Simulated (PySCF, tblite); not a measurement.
# C3H10OS2Si: geometry, infrared bands and NMR shifts

Wanted: the infrared bands and NMR shifts of C3H10OS2Si (`CS[SiH2]OCCS`), by calculation.

Programs: tblite 0.8.0 and PySCF 2.14.0, with density-fitted response routines of our own. Each step states its level of theory. These are calculated values for one molecule in the gas phase, unless marked as measured. Atoms are numbered from 0 throughout.

## (1) The starting structure

17 atoms, charge 0, multiplicity 1; geometry from: force field or distance geometry start.

Bonds of the start (Å): C0–S1 1.81, S1–Si2 2.12, Si2–O3 1.67, O3–C4 1.44, C4–C5 1.53, C5–S6 1.82, C0–H7 1.10, C0–H8 1.09, C0–H9 1.09, Si2–H10 1.48, Si2–H11 1.48, C4–H12 1.09, C4–H13 1.09, C5–H14 1.09, C5–H15 1.10, S6–H16 1.34.

## (2) Geometry optimisation with GFN2-xTB

What the job is given:

```
{"job": {"kind": "relax", "xc": "GFN2-xTB", "basis": "xTB"}, "charge": 0, "multiplicity": 1}
C      3.679200     0.543400     0.436000
S      2.010900     0.564500     1.146900
Si     0.754200     0.293700    -0.543200
O     -0.834400     0.417300    -0.051600
C     -1.400100    -0.675100     0.702900
C     -2.875300    -0.379200     0.984800
S     -3.860900    -0.371400    -0.544200
H      3.796200     1.369900    -0.274000
H      3.872900    -0.408400    -0.064000
H      4.405100     0.673600     1.237200
H      0.995200    -1.042500    -1.131700
H      1.038700     1.355600    -1.533600
H     -1.306300    -1.617200     0.154500
H     -0.870600    -0.777100     1.651600
H     -3.284700    -1.126700     1.663800
H     -2.979000     0.606200     1.467800
H     -3.148100     0.585500    -1.153500
```

Launch:

```sh
$ OMP_NUM_THREADS=1 python probes_run.py task.json out
```

One launch serves the whole session: the jobs run in the order shown.

**Question.** This job is followed by: GFN2-xTB harmonic vibrations, gas phase; GIAO PBE0/pcSseg-1 NMR shielding, non-relativistic, gas phase. Predict these results of the whole session: strongest single infrared mode (GFN2-xTB); zero-point energy (GFN2-xTB); 13C shifts against TMS (PBE0/pcSseg-1); 1H shifts against TMS (PBE0/pcSseg-1, means over atoms taken as alike); 33S shifts against CS2 (PBE0/pcSseg-1); 29Si shifts against TMS (PBE0/pcSseg-1); 17O shifts against H2O (PBE0/pcSseg-1).

The runs gave:

| quantity | value |
| --- | --- |
| strongest single infrared mode (GFN2-xTB) | 739 cm⁻¹, 381 km/mol |
| zero-point energy (GFN2-xTB) | 77.4 kcal/mol |
| 13C shifts against TMS (PBE0/pcSseg-1) | 69.4, 34.3, 8.5 ppm |
| 1H shifts against TMS (PBE0/pcSseg-1, means over atoms taken as alike) | 5.44, 3.95, 2.62, 2.59, 1.89 ppm |
| 33S shifts against CS2 (PBE0/pcSseg-1) | -116, -208 ppm |
| 29Si shifts against TMS (PBE0/pcSseg-1) | -10.6 ppm |
| 17O shifts against H2O (PBE0/pcSseg-1) | 32.4 ppm |

Relaxing lowered the energy by 0.205 eV in 89 steps; the close pair that moved most is Si2–O3, from 1.668 to 1.611 Å. No mode is imaginary among the 45: a minimum at this level. The strongest single mode, at 739 cm⁻¹, has its largest shares on H10, H11 and H16 (the list is cut at 3 atoms). Unscaled tight-binding wavenumbers are off by several per cent, some by more. Its intensities can rank the bands wrongly. At PBE0/pcSseg-1: The widest tensor belongs to S6: span 347 ppm, with a paramagnetic part of -434 ppm.
